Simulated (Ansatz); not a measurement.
**F4H2HfO (built from SMILES O.[F][Hf]([F])([F])[F]): a barrier at many levels of theory**

How high is the barrier of this step (Hf1–O7 tightened, F2–H6 formed, Hf1–F2 loosened, H6–O7 broken), and how far do cheaper methods land from CCSD(T)?

Program: Ansatz 0.2.0, Gaussian basis. Level of theory: single points in def2-TZVPP on PBE0-D4/def2-TZVP structures. These are calculated values, not measurements.

Levels: SPW92, PBE-D4, BLYP-D4, r2SCAN-D4, B97M-V, PBE0-D4, B3LYP-D4, r2SCAN0-D4, BHLYP-D4, CAM-B3LYP-D4, wB97X-V, wB97M-V, B2PLYP, PBE-QIDH, RPA on PBE, Hartree-Fock, MP2, CCSD, CCSD(T). The reference is CCSD(T) at the basis limit, from triple and quadruple zeta. Zero-point energies come from PBE0-D4 vibrations.

Cores are frozen in the correlated methods. Core potentials replace the inner electrons past krypton, and spin-orbit coupling is left out. B3LYP uses VWN-RPA correlation. B2PLYP carries no dispersion term here.

80 further runs of the same task are left out: 80 set aside as unsound or not needed.

## (1) Start, saddle and end, as given

Charge 0, multiplicity 1. The folders r, ts and p hold the start, the saddle and the end; their coordinates stand in the first inputs.

| pair | r (Å) | ts (Å) | p (Å) |
| --- | --- | --- | --- |
| Hf1–O7 | 2.367 | 2.063 | 2.009 |
| F2–H6 | 2.521 | 1.072 | 0.974 |
| Hf1–F2 | 1.925 | 2.252 | 2.382 |
| H6–O7 | 0.962 | 1.299 | 1.563 |

## (2) SPW92/def2-TZVPP

r/in.yaml

```yaml
crystal:
  periodic: [false, false, false]
  atoms:
    - {symbol: Hf, position_ang: [-0.121765, -0.279713, -0.839436]}
    - {symbol: F, position_ang: [1.370654, -1.269654, -0.132925]}
    - {symbol: F, position_ang: [0.069247, -0.667656, -2.693875]}
    - {symbol: F, position_ang: [-1.829788, -1.021461, -0.436919]}
    - {symbol: F, position_ang: [-0.069909, 1.644369, -0.891943]}
    - {symbol: H, position_ang: [0.646860, -0.062682, 1.958668]}
    - {symbol: O, position_ang: [-0.048518, 0.353845, 1.439805]}
    - {symbol: H, position_ang: [-0.016681, 1.302951, 1.596426]}
basis:
  gaussian: {orbitals: def2-TZVPP}
hamiltonian: {xc: lda}
```

ts/in.yaml

```yaml
crystal:
  periodic: [false, false, false]
  atoms:
    - {symbol: Hf, position_ang: [-0.363155, -0.034499, -0.670020]}
    - {symbol: F, position_ang: [0.824043, -1.488634, 0.573600]}
    - {symbol: F, position_ang: [0.804648, -0.271528, -2.147145]}
    - {symbol: F, position_ang: [-1.839268, -1.228741, -0.689157]}
    - {symbol: F, position_ang: [-1.191427, 1.629859, -1.063823]}
    - {symbol: H, position_ang: [0.862810, -0.602189, 1.174451]}
    - {symbol: O, position_ang: [0.425537, 0.619800, 1.120422]}
    - {symbol: H, position_ang: [0.476912, 1.375932, 1.701471]}
basis:
  gaussian: {orbitals: def2-TZVPP}
hamiltonian: {xc: lda}
```

p/in.yaml

```yaml
crystal:
  periodic: [false, false, false]
  atoms:
    - {symbol: Hf, position_ang: [-0.385946, 0.059602, -0.653383]}
    - {symbol: F, position_ang: [0.865483, -1.567573, 0.555199]}
    - {symbol: F, position_ang: [0.845626, -0.244121, -2.071358]}
    - {symbol: F, position_ang: [-1.821729, -1.186559, -0.581764]}
    - {symbol: F, position_ang: [-1.240741, 1.676445, -1.162167]}
    - {symbol: H, position_ang: [0.943253, -0.817133, 1.170983]}
    - {symbol: O, position_ang: [0.388876, 0.642466, 1.105768]}
    - {symbol: H, position_ang: [0.405279, 1.436874, 1.636521]}
basis:
  gaussian: {orbitals: def2-TZVPP}
hamiltonian: {xc: lda}
```

One command serves all of them, each in its own folder.

Run with:

```
ansatz run in.yaml --threads 8 --pin off --events-out ev --progress --plain --max-ram 19148MiB
```

The runs that follow: PBE-D4/def2-TZVPP; BLYP-D4/def2-TZVPP; r2SCAN-D4/def2-TZVPP; B97M-V/def2-TZVPP; PBE0-D4/def2-TZVPP; B3LYP-D4/def2-TZVPP; r2SCAN0-D4/def2-TZVPP; BHLYP-D4/def2-TZVPP; CAM-B3LYP-D4/def2-TZVPP; wB97X-V/def2-TZVPP; wB97M-V/def2-TZVPP; B2PLYP/def2-TZVPP; PBE-QIDH/def2-TZVPP; RPA on PBE/def2-TZVPP; CCSD(T)/def2-TZVPP; MP2/def2-QZVPP; SPW92/def2-SVP; PBE-D4/def2-SVP; PBE0-D4/def2-SVP; wB97M-V/def2-SVP; CCSD(T)/def2-SVP; Vibrations of the start structure; Vibrations of the end structure.

Before running it: what results should come out? Wanted: barrier, CCSD(T)/CBS; reverse barrier, CCSD(T)/CBS; step energy, CCSD(T)/CBS; barrier with zero-point energy; step energy with zero-point energy; imaginary mode at the saddle; largest T1 diagnostic.

The runs gave:

| quantity | value |
| --- | --- |
| barrier, CCSD(T)/CBS | 85.4 kJ/mol |
| reverse barrier, CCSD(T)/CBS | 6.3 kJ/mol |
| step energy, CCSD(T)/CBS | +79.1 kJ/mol |
| barrier with zero-point energy | 75.7 kJ/mol |
| step energy with zero-point energy | +74.9 kJ/mol |
| imaginary mode at the saddle | 301i cm⁻¹ |
| largest T1 diagnostic | 0.016 |

What this shows: wB97M-V is the best functional here (-0.2 kJ/mol from CCSD(T)/CBS); SPW92 is the worst (-33.5 kJ/mol). By rung, the mean size of the error is: LDA 33.5, GGA 8.8, meta-GGA 6.7, hybrid 4.0, range-separated hybrid 1.3, double hybrid 1.5 kJ/mol. PBE-D4 gives a barrier 12.3 kJ/mol too low, outside chemical accuracy (1 kcal/mol, 4.2 kJ/mol). The barrier rises with the share of exact exchange, from BLYP-D4 through B3LYP-D4 to BHLYP-D4 (-5.4, -1.3, +7.2 kJ/mol). Hartree-Fock, with no correlation, is off by +29.3 kJ/mol. Zero-point motion lowers the barrier by 9.7 kJ/mol.
